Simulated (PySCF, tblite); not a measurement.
# C4H9NOSi: geometry, infrared bands and NMR shifts

Aim: predict the infrared bands and NMR shifts of C4H9NOSi (`C=C(C)[SiH2]NC=O`).

Computed with tblite 0.8.0 and PySCF 2.14.0, with density-fitted response routines of our own, on a single molecule in the gas phase. Atoms count from 0, in the outputs and in this text.

## Step 1: The molecule as given

16 atoms, charge 0, multiplicity 1; geometry from: force field or distance geometry start.

Bonds of the start (Å): C0–C1 1.33, C1–C2 1.51, C1–Si3 1.88, Si3–N4 1.74, N4–C5 1.36, C5–O6 1.22, C0–H7 1.09, C0–H8 1.09, C2–H9 1.09, C2–H10 1.11, C2–H11 1.10, Si3–H12 1.46, Si3–H13 1.49, N4–H14 1.01, C5–H15 1.11.

## Step 2: Relaxing the molecule with GFN2-xTB

Job settings and geometry (Å):

```
{"job": {"kind": "relax", "xc": "GFN2-xTB", "basis": "xTB"}, "charge": 0, "multiplicity": 1}
C     -1.331100     1.577800    -0.367100
C     -1.139100     0.277300    -0.135600
C     -2.155900    -0.588100     0.560600
Si     0.443800    -0.602400    -0.627400
N      1.729500     0.142100     0.282700
C      3.018700    -0.269000     0.150700
O      3.457600    -1.164500    -0.555600
H     -0.599300     2.209900    -0.865300
H     -2.261400     2.065600    -0.073800
H     -1.774800    -1.007000     1.493100
H     -3.063800    -0.010500     0.815000
H     -2.489600    -1.409600    -0.090700
H      0.660800    -0.412300    -2.058900
H      0.341800    -2.036400    -0.238900
H      1.463800     0.907600     0.890700
H      3.691500     0.328400     0.809100
```

Launch:

```sh
$ OMP_NUM_THREADS=1 python probes_run.py task.json out
```

This one command runs all jobs of the session in turn.

**Question.** This job is followed by: GFN2-xTB harmonic vibrations, gas phase; GIAO PBE0/pcSseg-1 NMR shielding, non-relativistic, gas phase. What will the session give for the following? strongest single infrared mode (GFN2-xTB); zero-point energy (GFN2-xTB); 13C shifts against TMS (PBE0/pcSseg-1); 1H shifts against TMS (PBE0/pcSseg-1, means over atoms taken as alike); 29Si shifts against TMS (PBE0/pcSseg-1); 15N shifts against NH3 (PBE0/pcSseg-1); 17O shifts against H2O (PBE0/pcSseg-1).

As calculated:

| quantity | value |
| --- | --- |
| strongest single infrared mode (GFN2-xTB) | 1742 cm⁻¹, 487 km/mol |
| zero-point energy (GFN2-xTB) | 75.6 kcal/mol |
| 13C shifts against TMS (PBE0/pcSseg-1) | 167.9, 150.4, 130.8, 26.8 ppm |
| 1H shifts against TMS (PBE0/pcSseg-1, means over atoms taken as alike) | 8.49, 6.10, 5.43, 5.09, 4.56, 2.04 ppm |
| 29Si shifts against TMS (PBE0/pcSseg-1) | -48.8 ppm |
| 15N shifts against NH3 (PBE0/pcSseg-1) | 120.5 ppm |
| 17O shifts against H2O (PBE0/pcSseg-1) | 452.8 ppm |

What this shows: Over 132 steps the energy fell by 0.189 eV; of the close pairs, Si3–H13 changed most, 1.489 to 1.462 Å. No mode is imaginary among the 42: a minimum at this level. The strongest single mode, at 1742 cm⁻¹, moves mainly C5 and O6. GFN2-xTB is a fitted tight-binding method: band positions and strengths are rough. Its intensities can rank the bands wrongly. At PBE0/pcSseg-1: The largest span, 699 ppm, is at O6, where the paramagnetic term is -519 ppm.
